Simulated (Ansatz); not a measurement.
# C₂H₅F₂NSi: small, medium and large basis sets

An exercise on one series of results from a longer session: the logs are not shown, and one member is left open.

The runs use Ansatz 0.2.0, Gaussian basis; one geometry, several basis sets.

Levels to be run: PBE0-D4/def2-SVP; ωB97M-V/def2-SVP; PBE0-D4/def2-QZVPP; ωB97M-V/def2-QZVPP; the functionals' def2-TZVPP values are taken from earlier runs.

## Structure used throughout

The geometry comes from an earlier relaxation with PBE0-D4 in a triple-zeta def2 set; it is a stationary point, not always the lowest conformer.

SMILES `F[Si]1(F)CCN1`, 11 atoms, charge 0, spin multiplicity 1.

Atoms are counted from 1 here; the program's logs count them from 0.

Bond lengths: F1–Si2 1.588 Å, Si2–F3 1.588 Å, Si2–C4 1.852 Å, Si2–N6 1.681 Å, C4–C5 1.556 Å, C4–H7 1.089 Å, C4–H8 1.089 Å, C5–N6 1.472 Å, C5–H9 1.094 Å, C5–H10 1.094 Å, N6–H11 1.003 Å. Angles: F1–Si2–F3 102.6°, F1–Si2–C4 119.2°, F1–Si2–N6 117.4°, F3–Si2–C4 119.2°, F3–Si2–N6 117.4°, C4–Si2–N6 81.3°, Si2–C4–C5 85.3°, Si2–C4–H7 116.7°, Si2–C4–H8 116.7°, C5–C4–H7 113.6°, C5–C4–H8 113.6°, H7–C4–H8 109.2°, C4–C5–N6 99.0°, C4–C5–H9 112.0°, C4–C5–H10 112.0°, N6–C5–H9 112.5°, N6–C5–H10 112.5°, H9–C5–H10 108.7° and more.

Set-up of the first run:

The input, in.yaml:

```yaml
crystal:
  periodic: [false, false, false]
  atoms:
    - {symbol: F, position_ang: [0.109707, -0.952962, 2.358614]}
    - {symbol: Si, position_ang: [0.447272, -0.815853, 0.812694]}
    - {symbol: F, position_ang: [1.390120, -2.066811, 0.550644]}
    - {symbol: C, position_ang: [-0.921078, -0.449936, -0.381132]}
    - {symbol: C, position_ang: [-0.154523, 0.876720, -0.653493]}
    - {symbol: N, position_ang: [0.978766, 0.682059, 0.266239]}
    - {symbol: H, position_ang: [-0.995229, -1.097821, -1.253175]}
    - {symbol: H, position_ang: [-1.913588, -0.301980, 0.041596]}
    - {symbol: H, position_ang: [-0.753989, 1.755863, -0.398282]}
    - {symbol: H, position_ang: [0.163359, 0.959547, -1.697261]}
    - {symbol: H, position_ang: [1.714682, 1.354273, 0.374257]}
basis:
  gaussian: {orbitals: def2-SVP}
hamiltonian: {xc: pbe0, dispersion: d4}
output: {orbitals: {seedname: orbitals}}
```

Steps of the session up to this table: PBE0-D4 in def2-SVP; ωB97M-V in def2-SVP; PBE0-D4 in def2-QZVPP; ωB97M-V in def2-QZVPP.

One of the session's tables, all rows but one given; the rest of the session is left out.

| functional | basis | HOMO (eV) | LUMO (eV) |
| --- | --- | --- | --- |
| PBE0-D4 | def2-SVP | -7.30 | 1.68 |
| PBE0-D4 | def2-TZVPP | ? | ? |
| PBE0-D4 | def2-QZVPP | -7.46 | 0.55 |
| ωB97M-V | def2-SVP | -9.66 | 3.31 |
| ωB97M-V | def2-TZVPP | -9.79 | 2.46 |
| ωB97M-V | def2-QZVPP | -9.83 | 1.59 |

Q: Estimate the row for PBE0-D4, def2-TZVPP from the others.

The run gave: HOMO (eV): -7.43; LUMO (eV): 1.07. In the column «HOMO (eV)» it lies between PBE0-D4, def2-QZVPP (-7.46) and PBE0-D4, def2-SVP (-7.30).
